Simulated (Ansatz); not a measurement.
The same calculation of C3H8Si2, SMILES CC1=C[SiH2][SiH2]1 as a Python script and as an input file (the Ansatz DFT code, driven from Python).

Run as a notebook:

```python
import ansatz as az
import numpy as np
```

```python
deck = {
    'crystal': {
        'periodic': [False, False, False],
        'atoms': [
            {'symbol': 'C', 'position_ang': [-1.819, 0.5019, 0.7709]},
            {'symbol': 'C', 'position_ang': [-0.5122, 0.0118, 0.1834]},
            {'symbol': 'C', 'position_ang': [-0.1315, -1.243, -0.1544]},
            {'symbol': 'Si', 'position_ang': [1.7567, -0.9868, -0.7674]},
            {'symbol': 'Si', 'position_ang': [1.0581, 1.0632, -0.2652]},
            {'symbol': 'H', 'position_ang': [-1.7032, 1.0534, 1.7215]},
            {'symbol': 'H', 'position_ang': [-2.2876, 1.2679, 0.0701]},
            {'symbol': 'H', 'position_ang': [-2.5314, -0.2622, 0.8979]},
            {'symbol': 'H', 'position_ang': [-0.6341, -2.1739, -0.0299]},
            {'symbol': 'H', 'position_ang': [1.813, -1.3488, -2.1815]},
            {'symbol': 'H', 'position_ang': [2.6601, -1.6709, 0.1451]},
            {'symbol': 'H', 'position_ang': [1.6406, 1.7061, 0.9958]},
            {'symbol': 'H', 'position_ang': [0.711, 2.0467, -1.3714]},
        ],
    },
    'basis': {'gaussian': {'orbitals': 'def2-SVP'}},
    'hamiltonian': {'xc': 'r2scan'},
    'output': {'forces': True},
}
session = az.Session.from_dict(deck)
data = session.plan(threads=1).execute().report
```

```python
print('reference energy %16.6f eV' % data['reference_energy_ev'])
print('total energy     %16.6f eV' % data['free_energy_ev'])
print('occupied orbitals outside the frozen core (up, down):', data['n_occupied'], ' frozen:', data['n_frozen'], ' virtual:', data['n_virtual'])
symbols = ['C', 'C', 'C', 'Si', 'Si', 'H', 'H', 'H', 'H', 'H', 'H', 'H', 'H']
field = data['mean_field']
print('<S^2> =', round(abs(field['state']['spin_squared']), 4), ' all-electron relativity setting:', field['relativity'])
print('passes:', field['passes'])
if 'symmetry' in field:
    print('occupied orbitals by irrep:', field['symmetry']['occupied'])
```

    reference energy    -18984.305325 eV
    total energy        -18984.305325 eV
    occupied orbitals outside the frozen core (up, down): [27, 27]  frozen: 0  virtual: [91, 91]
    <S^2> = 0.0  all-electron relativity setting: none
    passes: {'evaluations': 16, 'products': 12}
    occupied orbitals by irrep: [{'A': 27}, {'A': 27}]

```python
print('forces (eV/A)')
for symbol, f in zip(symbols, data['forces_ev_ang']):
    print(f'  {symbol:2s} {f[0]:9.4f} {f[1]:9.4f} {f[2]:9.4f}')
charges = data['charge_distribution']
dipole = np.array(charges['dipole_moment_e_ang']) * 4.803205
print('dipole (D): {:.3f} {:.3f} {:.3f}, length {:.3f}'.format(*dipole, np.linalg.norm(dipole)))
print('atom  Mulliken   Lowdin')
for symbol, m, l in zip(symbols, charges['mulliken_charges_e'], charges['lowdin_charges_e']):
    print(f'{symbol:4s} {m:9.3f} {l:8.3f}')
```

    forces (eV/A)
      C     0.8916    1.8812   -1.2243
      C    -0.0204    0.9712    0.3216
      C     2.5450    0.9185   -0.4858
      Si   -2.0973   -1.1838    0.2022
      Si   -1.3169    1.2823    0.8465
      H     0.2322   -0.1732   -0.0207
      H     0.4509   -0.6683    0.5316
      H    -1.1919   -1.4682    0.3048
      H    -1.0390   -0.9365    0.1851
      H     0.5250   -0.2653   -0.5972
      H     0.7508   -0.3689    0.1840
      H    -0.1074    0.0541   -0.5989
      H     0.3772   -0.0432    0.3509
    dipole (D): -0.139 0.116 0.175, length 0.252
    atom  Mulliken   Lowdin
    C        0.042    0.026
    C       -0.314   -0.186
    C       -0.232   -0.120
    Si       0.275    0.265
    Si       0.296    0.267
    H        0.051    0.018
    H        0.050    0.028
    H        0.024   -0.012
    H        0.017   -0.014
    H       -0.052   -0.069
    H       -0.049   -0.067
    H       -0.056   -0.069
    H       -0.053   -0.068

`input.yaml`:
```yaml
crystal:
  periodic: [false, false, false]
  atoms:
    - { symbol: C, position_ang: [-1.819, 0.5019, 0.7709] }
    - { symbol: C, position_ang: [-0.5122, 0.0118, 0.1834] }
    - { symbol: C, position_ang: [-0.1315, -1.243, -0.1544] }
    - { symbol: Si, position_ang: [1.7567, -0.9868, -0.7674] }
    - { symbol: Si, position_ang: [1.0581, 1.0632, -0.2652] }
    - { symbol: H, position_ang: [-1.7032, 1.0534, 1.7215] }
    - { symbol: H, position_ang: [-2.2876, 1.2679, 0.0701] }
    - { symbol: H, position_ang: [-2.5314, -0.2622, 0.8979] }
    - { symbol: H, position_ang: [-0.6341, -2.1739, -0.0299] }
    - { symbol: H, position_ang: [1.813, -1.3488, -2.1815] }
    - { symbol: H, position_ang: [2.6601, -1.6709, 0.1451] }
    - { symbol: H, position_ang: [1.6406, 1.7061, 0.9958] }
    - { symbol: H, position_ang: [0.711, 2.0467, -1.3714] }
basis:
  gaussian: { orbitals: def2-SVP }
hamiltonian:
  xc: r2scan
output:
  forces: true
```

The program run on that file:
```console
$ ansatz run input.yaml --threads 1 --pin off --max-ram 4096MiB --backend cpu --events-out ev --progress --plain --runs-dir out
Engine: ansatz 0.2.0, aarch64-unknown-linux-gnu
Functional definition: r2SCAN
  parameter k0 = 0.174
  parameter k1 = 0.065
  parameter a1 = 4.9479
  exchange = r2scan_x(k0 = k0, k1 = k1, a1 = a1)
  correlation = r2scan_c
1330 factors; their error is unknown
mean field evaluation 1: about -18975.9249 eV, gradient 5.5e1 eV
mean field evaluation 2: about -18955.3040 eV, gradient 9.7e1 eV
mean field evaluation 4: about -18984.3058 eV, gradient 6.4e0 eV
mean field evaluation 8: about -18984.4069 eV, gradient 2.4e-1 eV
mean field evaluation 16: about -18984.3053 eV, gradient 2.1e-4 eV
mean field -18984.30531295 eV, -697.6603522266 hartree, gradient 3.0e-5 eV, S^2 0.000000; 0 other end points of the search recorded, 0 dependent functions left out
the calculation of the forces begins
reference -18984.30532466 eV, -697.6603526570 hartree; 27, 27 occupied and 91, 91 virtual orbitals, 1330 factors
Total energy: -18984.30532466 eV, -697.6603526570 hartree
Atom 0 at    -1.819000     0.501900     0.770900 Å, force     0.891633     1.881215    -1.224303 eV/Å
Atom 1 at    -0.512200     0.011800     0.183400 Å, force    -0.020413     0.971210     0.321641 eV/Å
Atom 2 at    -0.131500    -1.243000    -0.154400 Å, force     2.545022     0.918529    -0.485782 eV/Å
Atom 3 at     1.756700    -0.986800    -0.767400 Å, force    -2.097303    -1.183750     0.202184 eV/Å
Atom 4 at     1.058100     1.063200    -0.265200 Å, force    -1.316920     1.282334     0.846500 eV/Å
Atom 5 at    -1.703200     1.053400     1.721500 Å, force     0.232245    -0.173170    -0.020690 eV/Å
Atom 6 at    -2.287600     1.267900     0.070100 Å, force     0.450940    -0.668340     0.531643 eV/Å
Atom 7 at    -2.531400    -0.262200     0.897900 Å, force    -1.191880    -1.468242     0.304787 eV/Å
Atom 8 at    -0.634100    -2.173900    -0.029900 Å, force    -1.039049    -0.936460     0.185137 eV/Å
Atom 9 at     1.813000    -1.348800    -2.181500 Å, force     0.525049    -0.265301    -0.597197 eV/Å
Atom 10 at     2.660100    -1.670900     0.145100 Å, force     0.750790    -0.368923     0.184045 eV/Å
Atom 11 at     1.640600     1.706100     0.995800 Å, force    -0.107359     0.054124    -0.598874 eV/Å
Atom 12 at     0.711000     2.046700    -1.371400 Å, force     0.377246    -0.043225     0.350908 eV/Å
Dipole moment:    -0.029027     0.024076     0.036502 e Å
```

Caveats:
- Total energies depend on the basis set; only differences at equal settings carry meaning.
- The geometry is a force-field or estimated start, not a minimum of this method, and the basis set is short of its limit.
- The Löwdin charges here are taken after orthogonalising the functions within each atom; they differ from plain Löwdin charges, and their signs can be unphysical.
- Timing: 7.9 s on 1 thread of Arm Neoverse V2, with other jobs on the host, peak memory 0.23 GiB.
